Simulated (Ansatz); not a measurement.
# ScSiPd: the cost of one run

Program: Ansatz 0.2.0. Level of theory: DFT PBEsol, scalar-relativistic, plane waves, PAW. These are calculated values, not measurements.

1 further run of the same task is left out (set aside as unsound or not needed).

### 1 The structure to begin with

The structure is orthorhombic, space group Pnma (No. 62). The conventional cell has a = 6.592 Å, b = 4.022 Å, c = 7.549 Å, α = 90.00°, β = 90.00°, γ = 90.00°. Sc (site symmetry m) is surrounded by 5 Si at 2.84 to 2.86 Å and 6 Pd at 2.97 to 3.06 Å. Si (site symmetry m) is surrounded by 4 Pd at 2.48 to 2.56 Å and 5 Sc at 2.84 to 2.86 Å. Pd (site symmetry m) is surrounded by 4 Si at 2.48 to 2.56 Å.

Structure file:

```xyz
12
Lattice="6.5924 0.0000 0.0000 0.0000 4.0225 0.0000 0.0000 0.0000 7.5487" Properties=species:S:1:pos:R:3 pbc="T T T"
Sc    0.1113    1.0056    5.1830
Sc    3.4075    1.0056    6.1401
Sc    6.4810    3.0168    2.3657
Sc    3.1848    3.0168    1.4086
Si    1.8179    1.0056    2.9078
Si    5.1141    1.0056    0.8666
Si    4.7745    3.0168    4.6409
Si    1.4783    3.0168    6.6822
Pd    1.0572    1.0056    0.5155
Pd    4.3534    1.0056    3.2588
Pd    5.5351    3.0168    7.0332
Pd    2.2389    3.0168    4.2899
```

It goes back to an entry of the Materials Project, which need not be the stable form.

It is the result of an earlier relaxation at this level (volume 16.68 Å³/atom; gap on the mesh: none (metal)).

### 2 Relaxing with PBEsol

Input file input.yaml:

```yaml
crystal:
  lattice:
    - [6.5923750095, 0.0, 0.0]
    - [0.0, 4.0224608044, 0.0]
    - [0.0, 0.0, 7.5487105223]
  atoms:
    - { symbol: Sc, position: [0.016890448, 0.25, 0.6866073425] }
    - { symbol: Sc, position: [0.516890448, 0.25, 0.8133926575] }
    - { symbol: Sc, position: [0.983109552, 0.75, 0.3133926575] }
    - { symbol: Sc, position: [0.483109552, 0.75, 0.1866073425] }
    - { symbol: Si, position: [0.275759432, 0.25, 0.3852048767] }
    - { symbol: Si, position: [0.775759432, 0.25, 0.1147951233] }
    - { symbol: Si, position: [0.724240568, 0.75, 0.6147951233] }
    - { symbol: Si, position: [0.224240568, 0.75, 0.8852048767] }
    - { symbol: Pd, position: [0.1603738883, 0.25, 0.0682940196] }
    - { symbol: Pd, position: [0.6603738883, 0.25, 0.4317059804] }
    - { symbol: Pd, position: [0.8396261117, 0.75, 0.9317059804] }
    - { symbol: Pd, position: [0.3396261117, 0.75, 0.5682940196] }
basis:
  ecutwfc: 420
kpoints:
  mp_grid: { grid: [6, 10, 6] }
hamiltonian:
  xc: pbesol
scf:
  occupations: { method: gaussian, width: 0.1 }
output:
  forces: true
  stress: true
  eigenvalues: true
relax:
  adjacent_minimum: "off"
  f_tol: 0.005
  max_steps: 50
  cell: { stress_tol: 0.05 }
```

Command:

```
$ ansatz run input.yaml --threads 4 --pin off --max-ram 10240MiB --backend cpu --events-out ev --progress --plain --runs-dir out
```

Q: Estimate wall time and peak memory on 4 threads of Intel Xeon Platinum 8488C (Sapphire Rapids), shared host.

About 3 min, with a peak of 1.5 GiB.
